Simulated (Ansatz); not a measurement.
The system is NaCu.

```
Na Cu
1.0
     2.94224    0.00000    0.00000
     0.00000    2.94224    0.00000
     0.00000    0.00000    4.04091
Na Cu
1 1
Direct
  0.00000 0.00000 0.00000
  0.50000 0.50000 0.50000
```

The cell was built by a generator and needn't be a form met in nature.

Base run:

```yaml
Program: Ansatz 0.2.0
Functional: revPBE
Potentials_or_basis: Ansatz PAW
Cutoff: 420 eV
Density_cutoff: 1680 eV
k_mesh: 9 × 9 × 7
Occupations: fermi-dirac, width 0.05 eV
Spin: no spin polarisation
```

Its results: band gap on the k mesh none (metal or under the smearing width); pressure 4.9 GPa.

Question: After a change of settings the same cell gave: band gap on the k mesh none (metal or under the smearing width); pressure 1.3 GPa. Which change was it?
A. functional from revPBE to r2SCAN; cutoff from 420 eV to 500 eV; density cutoff from 1680 eV to 2000 eV
B. functional from revPBE to LDA
C. functional from revPBE to BLYP
D. functional from revPBE to RPBE

Answer: A.

Caveats: the PAW data sets come from PBE, with cores solved anew for the run's functional, which leaves a small shift of forces and pressure; the potentials were made for another functional, which shifts forces and pressure (some runs).

Not every run made on this cell is shown here.
